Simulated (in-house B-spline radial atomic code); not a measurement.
# Ti³⁺: Hartree-Fock with and without relativity

Aim: what relativity does to the energy, levels and radii of Ti³⁺.

Method: Hartree-Fock averaged over the configuration, non-relativistic (point nucleus) and Dirac-Coulomb (finite nucleus); spherical all-electron atom at the radial basis limit. Code: in-house B-spline radial atomic code version 1.

## Step 1: What is computed

```
element       : titanium (Z = 22)
charge        : +3
electrons     : 19
configuration : [Ar] 3d1
nucleus       : point (non-relativistic run); Fermi, rms radius 3.592 fm (Dirac runs)
```

The outer shells:

[Ar] 3d1
```
[Ar] core
3d [↑ ][  ][  ][  ][  ]
```

The boxes draw the filling by Hund's rule, which heavy ions in jj coupling don't follow; these runs average over all states of the configuration.

## Step 2: Non-relativistic run

Settings of the run:

```ini
Z = 22
electrons = 19.0
configuration = [Ar] 3d1
hamiltonian = nr
method = hf
spin_polarised = False
```

## Step 3: Dirac-Coulomb run

Settings of the run:

```ini
Z = 22
electrons = 19.0
configuration = [Ar] 3d1
hamiltonian = dirac
method = hf
spin_polarised = False
nucleus = fermi
rms_radius = 3.5921
mass_number = 48
atomic_mass = 47.947940677
speed_of_light = 137.035999084
```

## Step 4: Dirac-Coulomb run in the lowest jj configuration, 1s2 2s2 2p6 3s2 3p6 3d-1

In configurations, a minus sign after the shell means j = l − 1/2 and a plus sign j = l + 1/2; the count of electrons follows.

Settings: those of step 3 with these lines changed.

```diff
@@ -2,3 +2,3 @@
 electrons = 19.0
-configuration = [Ar] 3d1
+configuration = 1s2 2s2 2p6 3s2 3p6 3d-1
 hamiltonian = dirac
```

Q: How much does each shell's level and mean radius change with the Dirac Hamiltonian, and the total energy?

The runs gave:

Levels and radii; the Dirac values are averaged over j with the occupations as weights.

| shell | ε non-rel. (eV) | ε Dirac (eV) | <r> non-rel. (bohr) | <r> Dirac (bohr) | change of <r> (%) |
| --- | --- | --- | --- | --- | --- |
| 1s | -5020.91 | -5053.54 | 0.07012 | 0.06953 | -0.84 |
| 2s | -617.33 | -623.63 | 0.3250 | 0.3222 | -0.86 |
| 2p | -518.50 | -519.26 | 0.2895 | 0.2885 | -0.34 |
| 3s | -110.71 | -111.64 | 0.9991 | 0.9928 | -0.63 |
| 3p | -80.960 | -81.054 | 1.063 | 1.061 | -0.19 |
| 3d | -43.350 | -43.121 | 1.248 | 1.253 | +0.40 |

**Reading.** The Dirac run lies -4.4511 hartree (-0.53 %) from the non-relativistic one; the finite nucleus has a part in that. First-order perturbation theory (mass-velocity plus Darwin) gives -4.2486 hartree, which is 95 % of the full shift. The strongest contraction, averaged over j, is that of 2s (-0.86 %), while 3d expands by 0.40 %, being screened better by the contracted inner s and p shells. Spin-orbit coupling splits the 3d level by 0.0505 eV and the 2p level by 5.899 eV. The lowest jj configuration lies 0.0304 eV below the average over the whole configuration. Breit terms add 0.265 hartree and QED terms 0.175 hartree.
